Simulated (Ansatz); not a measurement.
# SnH4S2: one species, many methods

Aim: compute SnH4S2 with functionals from several rungs and with coupled cluster, and see how far each lands from CCSD(T) at the basis-set limit for the atomisation energy.

Method: functionals in def2-TZVPP, the program's frozen cores in correlated methods; program: Ansatz 0.2.0, Gaussian basis.

Levels to be run: LDA (SPW92), PBE-D4, revPBE-D4, BLYP-D4, r2SCAN-D4, B97M-V, PBE0-D4, B3LYP-D4, r2SCANh-D4, r2SCAN0-D4, HSE06-D4, BHLYP-D4, CAM-B3LYP-D4, LC-ωPBE, ωB97X-V, ωB97M-V, B2PLYP, PBE-QIDH; CCSD(T)/def2-SVP; CCSD(T)/def2-TZVPP; MP2/def2-QZVPP; extrapolation to the limit; RPA on PBE.

### Step 1. The geometry

All runs share one geometry, relaxed beforehand with PBE0-D4 in a triple-zeta def2 set. Sn takes the def2 core potential; no spin-orbit term is included.

SMILES `[SH][SnH2][SH]`, 7 atoms, charge 0, spin multiplicity 1.

Atoms are counted from 1 here; the program's logs count them from 0.

Bond lengths: S1–Sn2 2.402 Å, S1–H4 1.343 Å, Sn2–S3 2.401 Å, Sn2–H5 1.704 Å, Sn2–H6 1.698 Å, S3–H7 1.343 Å. Angles: Sn2–S1–H4 93.4°, S1–Sn2–S3 112.1°, S1–Sn2–H5 108.3°, S1–Sn2–H6 106.7°, S3–Sn2–H5 109.0°, S3–Sn2–H6 105.8°, H5–Sn2–H6 115.1°, Sn2–S3–H7 93.6°.

### Step 2. LDA

This LDA is Slater exchange with PW92 correlation.

Contents of in.yaml:

```yaml
crystal:
  periodic: [false, false, false]
  atoms:
    - {symbol: S, position_ang: [-2.022056, -0.487712, -0.519463]}
    - {symbol: Sn, position_ang: [-0.051869, 0.562225, 0.366241]}
    - {symbol: S, position_ang: [1.578461, -1.043617, 1.094429]}
    - {symbol: H, position_ang: [-1.480012, -0.658511, -1.736430]}
    - {symbol: H, position_ang: [0.631763, 1.532413, -0.856509]}
    - {symbol: H, position_ang: [-0.532572, 1.398949, 1.763747]}
    - {symbol: H, position_ang: [1.937484, -1.371847, -0.157615]}
basis:
  gaussian: {orbitals: def2-TZVPP}
hamiltonian: {xc: lda}
output: {orbitals: {seedname: orbitals}}
```

After this run come: PBE-D4 (GGA); revPBE-D4 (GGA); BLYP-D4 (GGA); r2SCAN-D4 (meta-GGA); B97M-V (meta-GGA); PBE0-D4 (hybrid); B3LYP-D4 (hybrid); r2SCANh-D4 (hybrid); r2SCAN0-D4 (hybrid); HSE06-D4 (hybrid); BHLYP-D4 (hybrid); CAM-B3LYP-D4 (range-separated); LC-ωPBE-D4 (range-separated); ωB97X-V (range-separated); ωB97M-V (range-separated); B2PLYP (double hybrid); PBE-QIDH (double hybrid); CCSD(T) in def2-SVP; CCSD(T) in def2-TZVPP; MP2 in def2-QZVPP; RPA on PBE orbitals.

**Question.** What will the summary of the whole plan be? Wanted: atomisation energy, CCSD(T)/CBS; farthest beyond LDA; mean size of error, GGA; mean size of error, meta-GGA; mean size of error, hybrid; mean size of error, range-separated; mean size of error, double hybrid; gap, smallest and largest; T1 diagnostic.

**Answer**, as computed:

| quantity | value |
| --- | --- |
| atomisation energy, CCSD(T)/CBS | 18.812 eV |
| functionals within 0.188 eV (1.0 %) | PBE-D4, r2SCAN-D4, ωB97X-V, ωB97M-V |
| farthest beyond LDA | BHLYP-D4 (-0.764 eV) |
| mean size of error, GGA | 0.448 eV |
| mean size of error, meta-GGA | 0.255 eV |
| mean size of error, hybrid | 0.447 eV |
| mean size of error, range-separated | 0.306 eV |
| mean size of error, double hybrid | 0.610 eV |
| gap, smallest and largest | 4.14 eV (BLYP-D4), 11.19 eV (LC-ωPBE) |
| T1 diagnostic | 0.0123 |
| triples share of the correlation energy | 3.7 % |

What this shows: LDA overbinds by 2.543 eV (14 %). PBE-D4 is off by -0.186 eV. Double hybrids carry the basis error of their MP2 part in triple zeta, and no dispersion term here, so their miss is partly the set-up's. By mean error the best rung here is meta-GGA (0.255 eV) and the worst beyond LDA is double hybrid (0.610 eV). The gap between the best rungs is small, so their order is not settled. Misses under about 0.188 eV are within the doubt on the reference itself, which lacks core-valence correlation, spin-orbit coupling and higher excitations, and its outer-core shells are covered unevenly. All levels share the lack of spin-orbit coupling, which lowers the free heavy atoms and so the true binding. Hartree-Fock recovers 68 % of the binding; the rest is correlation. CCSD(T) in def2-SVP is off by -1.980 eV, so the small basis spoils what the method gains. Orbital gaps span 4.1 to 11.2 eV; exact exchange widens them. Correlated methods include outer-core shells of Sn, which these sets cover unevenly.
